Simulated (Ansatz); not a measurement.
YbH3:

```
CELL_PARAMETERS angstrom
0.00000 2.60497 2.60497
2.60497 0.00000 2.60497
2.60497 2.60497 0.00000
ATOMIC_POSITIONS crystal
Yb 0.00000 0.00000 0.00000
H 0.50000 0.50000 0.50000
H 0.25000 0.25000 0.25000
H 0.75000 0.75000 0.75000
```

The cell comes from a database or a generator and needn't be the stable form of this composition.

Base run:

* Program: Ansatz 0.2.0
* Functional: PBE
* Potentials or basis: Ansatz PAW
* Cutoff: 420 eV (not typed: the program's choice for these potentials)
* k mesh: 9 × 9 × 9
* Occupations: fermi-dirac, width 0.05 eV
* Spin: no spin polarisation

Its results: band gap on the k mesh none (metal or under the smearing width); pressure -5.4 GPa.

Q: The run is repeated on the same cell with these changes: spin from no spin polarisation to collinear spin, ferromagnetic start. What comes out?

A: Band gap on the k mesh none (metal or under the smearing width); pressure -5.4 GPa; net moment 0.17 μB per cell; site moments Yb +0.16; H +0.00 μB.

Caveats: without U or exact exchange the open f shell lies at the Fermi level, which spoils levels, moments and volumes; spin-orbit coupling is left out, which moves the levels of the heavy elements (some runs).
